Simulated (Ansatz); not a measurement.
# C₃H₅ClGe: basis-set convergence

How large a basis does C₃H₅ClGe need? Two functionals are run in growing sets.

The runs use Ansatz 0.2.0, Gaussian basis; one geometry, several basis sets.

Plan: PBE0-D4/def2-SVP; ωB97M-V/def2-SVP; PBE0-D4/def2-QZVPP; ωB97M-V/def2-QZVPP; the functionals' def2-TZVPP values are taken from earlier runs.

## Step 1: The geometry

An earlier PBE0-D4 in a triple-zeta def2 set relaxation fixed the geometry.

10 atoms, charge 0, spin multiplicity 1.

Atoms are counted from 1 here; the program's logs count them from 0.

Bond lengths: Cl1–C2 1.710 Å, C2–C3 1.339 Å, C2–Ge5 1.951 Å, C3–C4 1.512 Å, C3–H6 1.088 Å, C4–Ge5 1.988 Å, C4–H7 1.092 Å, C4–H8 1.092 Å, Ge5–H9 1.538 Å, Ge5–H10 1.538 Å. Angles: Cl1–C2–C3 127.5°, Cl1–C2–Ge5 139.1°, C3–C2–Ge5 93.4°, C2–C3–C4 108.0°, C2–C3–H6 126.7°, C4–C3–H6 125.3°, C3–C4–Ge5 86.9°, C3–C4–H7 114.2°, C3–C4–H8 114.2°, Ge5–C4–H7 115.7°, Ge5–C4–H8 115.7°, H7–C4–H8 108.9°, C2–Ge5–C4 71.7°, C2–Ge5–H9 117.2°, C2–Ge5–H10 117.2°, C4–Ge5–H9 118.0°, C4–Ge5–H10 118.0°, H9–Ge5–H10 110.3°.

## Step 2: PBE0-D4 in def2-SVP

in.yaml reads:

```yaml
crystal:
  periodic: [false, false, false]
  atoms:
    - {symbol: Cl, position_ang: [-2.421930, -0.253729, 1.633422]}
    - {symbol: C, position_ang: [-1.008993, -0.118069, 0.680389]}
    - {symbol: C, position_ang: [-0.458959, -1.056242, -0.100308]}
    - {symbol: C, position_ang: [0.777100, -0.466210, -0.739941]}
    - {symbol: Ge, position_ang: [0.358837, 1.205875, 0.251094]}
    - {symbol: H, position_ang: [-0.825570, -2.068772, -0.257513]}
    - {symbol: H, position_ang: [1.708123, -0.962423, -0.458166]}
    - {symbol: H, position_ang: [0.728484, -0.395516, -1.828557]}
    - {symbol: H, position_ang: [1.308122, 1.629475, 1.384090]}
    - {symbol: H, position_ang: [-0.082014, 2.434510, -0.561512]}
basis:
  gaussian: {orbitals: def2-SVP}
hamiltonian: {xc: pbe0, dispersion: d4}
output: {orbitals: {seedname: orbitals}}
```

Started as:

```bash
$ ansatz run in.yaml --threads 4 --pin off --events-out ev --progress --plain --max-ram 10444MiB
```

Further steps of the session: ωB97M-V in def2-SVP; PBE0-D4 in def2-QZVPP; ωB97M-V in def2-QZVPP.

Q: Predict the results of all the runs planned. Wanted: PBE0-D4: double and triple zeta above quadruple; ωB97M-V: double and triple zeta above quadruple.

**Answer**, as computed:

| quantity | value |
| --- | --- |
| PBE0-D4: double and triple zeta above quadruple | 16.69, 1.75 eV |
| ωB97M-V: double and triple zeta above quadruple | 16.72, 1.70 eV |

What this shows: PBE0-D4 gains 14.94 eV from double to triple zeta, then 1.75 eV more. Total energies overstate the basis error of differences, where much of it tends to cancel. The LUMO of ωB97M-V is positive and keeps falling with the basis (2.14 to 1.24 eV): an unbound level that the basis holds in place.
